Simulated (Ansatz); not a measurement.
# InSb3 in Ansatz: the effect of functional

The system is InSb3.

```
CELL_PARAMETERS angstrom
0.00000 3.79455 3.79455
3.79455 0.00000 3.79455
3.79455 3.79455 0.00000
ATOMIC_POSITIONS crystal
Sb 0.50000 0.50000 0.50000
Sb 0.75000 0.75000 0.75000
Sb 0.25000 0.25000 0.25000
In 0.00000 0.00000 0.00000
```

The cell comes from a database or a generator and needn't be the stable form of this composition.

Alike in all runs:

| Property | Result |
| --- | --- |
| Program | Ansatz 0.2.0 |
| Task | band structure |
| Potentials or basis | all-electron LAPW, scalar-relativistic |
| Cutoff | 156 eV |
| Basis error allowed | 0.002 eV/atom |
| k mesh | 6 × 6 × 6 |
| Occupations | fermi-dirac, width 0.05 eV |
| Spin | no spin polarisation |

Question: One run gave: pressure -3.1 GPa. Which functional did it use?
A. PBEsol
B. PBE
C. LDA

Answer: A.

```tsv
functional	pressure (GPa)
PBEsol	-3.1
LDA	-4.2
PBE	-0.2
```

Not every run made on this cell is shown here.
